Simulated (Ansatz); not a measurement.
# C6H2CaF3O: the cost of one run

Computed with Ansatz 0.2.0 (unrestricted Hartree-Fock, Gaussian basis def2-SVP, unless a step's input says otherwise).

### 1 The structure to begin with

Bond lengths: O1–C2 1.320 Å, C2–C3 1.392 Å, C3–C4 1.394 Å, C4–F5 1.340 Å, C4–C6 1.390 Å, C6–F7 1.340 Å, C6–C8 1.389 Å, C8–F9 1.340 Å, C2–C10 1.392 Å, C8–C10 1.392 Å, O1–Ca11 2.000 Å, C3–H12 1.084 Å, C10–H13 1.085 Å. Angles (14 of 19 angles, heavy atoms first): O1–C2–C3 119.4°, O1–C2–C10 119.6°, C3–C2–C10 120.9°, C2–O1–Ca11 180.0°, C2–C3–C4 118.9°, C3–C4–F5 119.0°, C3–C4–C6 120.8°, F5–C4–C6 120.1°, C4–C6–F7 120.2°, C4–C6–C8 119.5°, F7–C6–C8 120.3°, C6–C8–F9 120.1°, C6–C8–C10 120.6°, F9–C8–C10 119.3°.

Coordinates:

```xyz
13

O     0.0000    0.0000    2.7047
C     0.0000    0.0000    1.3847
C     0.0000   -1.2123    0.7008
C     0.0000   -1.1992   -0.6926
F     0.0000   -2.3647   -1.3544
C     0.0000    0.0005   -1.3937
F     0.0000   -0.0017   -2.7342
C     0.0000    1.2009   -0.6955
F     0.0000    2.3652   -1.3591
C     0.0000    1.2101    0.6963
Ca    0.0000    0.0000    4.7047
H     0.0000   -2.1652    1.2184
H     0.0000    2.1541    1.2320
```

### 2 Relaxing the atoms: C6H2CaF3O

Contents of input.yaml:

```yaml
relax:
  f_tol: 0.001
  max_steps: 200
crystal:
  periodic: [false, false, false]
  atoms:
    - { symbol: O, position_ang: [0.0, 0.0, 2.704716] }
    - { symbol: C, position_ang: [0.0, 0.0, 1.384716] }
    - { symbol: C, position_ang: [-1.0e-06, -1.212306, 0.700807] }
    - { symbol: C, position_ang: [-1.0e-06, -1.199176, -0.692647] }
    - { symbol: F, position_ang: [1.0e-05, -2.364726, -1.35436] }
    - { symbol: C, position_ang: [2.0e-06, 0.000504, -1.393746] }
    - { symbol: F, position_ang: [4.0e-06, -0.001746, -2.73418] }
    - { symbol: C, position_ang: [-2.0e-06, 1.200872, -0.695467] }
    - { symbol: F, position_ang: [2.0e-06, 2.36517, -1.359092] }
    - { symbol: C, position_ang: [0.0, 1.210107, 0.696339] }
    - { symbol: Ca, position_ang: [0.0, 0.0, 4.704716] }
    - { symbol: H, position_ang: [3.0e-06, -2.165185, 1.218388] }
    - { symbol: H, position_ang: [1.0e-06, 2.154136, 1.231976] }
magnetization:
  spin_polarized: true
  initial_magnetization: 1
basis:
  gaussian: { orbitals: def2-SVP }
hamiltonian:
  xc: hf
```

Run with:

```bash
> ansatz run input.yaml --threads 8 --pin off --max-ram 16384MiB --backend cpu --events-out ev --progress --plain --runs-dir out
```

**Question.** How long does this run take on 8 threads of Intel Xeon at 2.70GHz, shared host, and how much memory does it need?

About 1.9 min, with a peak of 0.91 GiB.
